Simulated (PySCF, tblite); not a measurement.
# C₆H₁₂BO₃−: geometry, infrared bands and NMR shifts

Wanted: the infrared bands and NMR shifts of C₆H₁₂BO₃− (`C=CCO[BH-]1OCCCO1`), by calculation.

The runs use tblite 0.8.0 and PySCF 2.14.0, with density-fitted response routines of our own; the level of theory stands in each step. All values are computed, except where a source is named. Atoms count from 0, in the outputs and in this text.

### Step 1. Starting geometry

22 atoms, charge -1, multiplicity 1; geometry from: force field or distance geometry start.

Bonds of the start (Å): C0–C1 1.34, C1–C2 1.49, C2–O3 1.43, O3–B4 1.49, B4–O5 1.49, O5–C6 1.41, C6–C7 1.52, C7–C8 1.53, C8–O9 1.40, O9–B4 1.50, C0–H10 1.09, C0–H11 1.07, C1–H12 1.09, C2–H13 1.12, C2–H14 1.11, B4–H15 1.21, C6–H16 1.12, C6–H17 1.12, C7–H18 1.11, C7–H19 1.11, C8–H20 1.11, C8–H21 1.12.

### Step 2. Optimising the geometry with GFN2-xTB

The job: settings as JSON, then the geometry in Å.

```
{"job": {"kind": "relax", "xc": "GFN2-xTB", "basis": "xTB"}, "charge": -1, "multiplicity": 1}
C      3.924900    -0.746000    -0.302600
C      3.441900     0.422800     0.152200
C      2.026800     0.564300     0.593500
O      1.176100     0.387800    -0.537400
B     -0.255700     0.431800    -0.113100
O     -0.621000    -0.843100     0.568800
C     -1.975400    -0.815300     0.952500
C     -2.889900    -0.623800    -0.250200
C     -2.454500     0.629200    -1.007100
O     -1.092600     0.580500    -1.346700
H      3.267500    -1.613900    -0.388000
H      4.952400    -0.831700    -0.598100
H      4.112600     1.270000     0.252400
H      1.895500     1.592500     1.004700
H      1.810800    -0.173300     1.392500
H     -0.444500     1.374800     0.614700
H     -2.158600    -0.021700     1.721000
H     -2.223200    -1.794200     1.436800
H     -2.815400    -1.507700    -0.920000
H     -3.945300    -0.524400     0.087000
H     -3.055900     0.712600    -1.939700
H     -2.686900     1.548200    -0.408600
```

The run is started by

```console
$ OMP_NUM_THREADS=1 python probes_run.py task.json out
```

One launch serves the whole session: the jobs run in the order shown.

**Question.** This job is followed by: GFN2-xTB harmonic vibrations, gas phase; GIAO PBE0/pcSseg-1 NMR shielding, non-relativistic, gas phase. What will the session give for the following? strongest single infrared mode (GFN2-xTB); zero-point energy (GFN2-xTB); 13C shifts against TMS (PBE0/pcSseg-1, means over atoms taken as alike); 1H shifts against TMS (PBE0/pcSseg-1, means over atoms taken as alike); 17O shifts against H2O (PBE0/pcSseg-1, means over atoms taken as alike); 11B shifts against BF3·OEt2 (PBE0/pcSseg-1).

The runs gave:

| quantity | value |
| --- | --- |
| strongest single infrared mode (GFN2-xTB) | 1070 cm⁻¹, 567 km/mol |
| zero-point energy (GFN2-xTB) | 109.2 kcal/mol |
| 13C shifts against TMS (PBE0/pcSseg-1, means over atoms taken as alike) | 166.0, 104.7, 70.6, 70.3, 40.4 ppm |
| 1H shifts against TMS (PBE0/pcSseg-1, means over atoms taken as alike) | 6.66, 4.66, 4.54, 4.43, 4.14, 4.08, 2.90, 1.59, 0.38 ppm |
| 17O shifts against H2O (PBE0/pcSseg-1, means over atoms taken as alike) | 75.6, 61.2 ppm |
| 11B shifts against BF3·OEt2 (PBE0/pcSseg-1) | 1.6 ppm |

**Reading.** Over 236 steps the energy fell by 0.424 eV; of the close pairs, O3–B4 changed most, 1.494 to 1.453 Å. The lowest mode is imaginary (43i cm⁻¹), so the xTB geometry is not a minimum. The strongest single mode, at 1070 cm⁻¹, has its largest shares on H15, C2, B4 and O3 (the list is cut at 4 atoms). Unscaled tight-binding wavenumbers are off by several per cent, some by more. Its intensities can rank the bands wrongly. At PBE0/pcSseg-1: The largest span, 246 ppm, is at C1, where the paramagnetic term is -234 ppm.
